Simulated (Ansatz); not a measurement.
# C₂H₆FNSi: small, medium and large basis sets

An exercise on one series of results from a longer session: the logs are not shown, and one member is left open.

Computed with Ansatz 0.2.0, Gaussian basis. Level: one geometry, several basis sets.

Plan: PBE0-D4/def2-SVP; ωB97M-V/def2-SVP; PBE0-D4/def2-QZVPP; ωB97M-V/def2-QZVPP; the functionals' def2-TZVPP values are taken from earlier runs.

### The geometry

The geometry comes from an earlier relaxation with PBE0-D4 in a triple-zeta def2 set; it is a stationary point, not always the lowest conformer.

SMILES `CN(C)[Si]F`, 11 atoms, charge 0, spin multiplicity 1.

Atoms are counted from 1 here; the program's logs count them from 0.

Bond lengths: C1–N2 1.446 Å, C1–H6 1.094 Å, C1–H7 1.096 Å, C1–H8 1.096 Å, N2–C3 1.445 Å, N2–Si4 1.710 Å, C3–H9 1.097 Å, C3–H10 1.089 Å, C3–H11 1.097 Å, Si4–F5 1.626 Å. Angles: N2–C1–H6 110.1°, N2–C1–H7 111.2°, N2–C1–H8 111.2°, H6–C1–H7 108.1°, H6–C1–H8 108.1°, H7–C1–H8 108.0°, C1–N2–C3 113.8°, C1–N2–Si4 118.4°, C3–N2–Si4 127.8°, N2–C3–H9 110.8°, N2–C3–H10 110.2°, N2–C3–H11 110.8°, H9–C3–H10 108.7°, H9–C3–H11 107.6°, H10–C3–H11 108.7°, N2–Si4–F5 100.1°.

Set-up of the first run:

The input, in.yaml:

```yaml
crystal:
  periodic: [false, false, false]
  atoms:
    - {symbol: C, position_ang: [-0.641466, 0.674471, 1.040116]}
    - {symbol: N, position_ang: [0.015966, 0.299275, -0.191991]}
    - {symbol: C, position_ang: [0.399363, -1.092821, -0.247498]}
    - {symbol: Si, position_ang: [0.251151, 1.499197, -1.386869]}
    - {symbol: F, position_ang: [0.997924, 0.618108, -2.530831]}
    - {symbol: H, position_ang: [-0.904583, 1.736107, 1.017972]}
    - {symbol: H, position_ang: [0.009798, 0.502679, 1.905090]}
    - {symbol: H, position_ang: [-1.561984, 0.098166, 1.189645]}
    - {symbol: H, position_ang: [1.089231, -1.339170, 0.568477]}
    - {symbol: H, position_ang: [0.888640, -1.310473, -1.195632]}
    - {symbol: H, position_ang: [-0.478439, -1.742438, -0.147975]}
basis:
  gaussian: {orbitals: def2-SVP}
hamiltonian: {xc: pbe0, dispersion: d4}
output: {orbitals: {seedname: orbitals}}
```

The run is started by

```bash
$ ansatz run in.yaml --threads 4 --pin off --events-out ev --progress --plain --max-ram 10444MiB
```

Among the steps run: PBE0-D4 in def2-SVP; ωB97M-V in def2-SVP; PBE0-D4 in def2-QZVPP; ωB97M-V in def2-QZVPP.

One table of the session follows, with a row left open; its other results are not shown here.

It belongs to the step «Density functionals: the series». 

```
functional       basis  HOMO (eV)
   PBE0-D4    def2-SVP      -6.92
   PBE0-D4  def2-TZVPP      -7.02
   PBE0-D4  def2-QZVPP      -7.05
   ωB97M-V    def2-SVP      -9.07
   ωB97M-V  def2-TZVPP          ?
   ωB97M-V  def2-QZVPP      -9.23
```

**Question.** Estimate the row for ωB97M-V, def2-TZVPP.

**Answer.** HOMO (eV): -9.19. In the column «HOMO (eV)» it lies between ωB97M-V, def2-QZVPP (-9.23) and ωB97M-V, def2-SVP (-9.07).
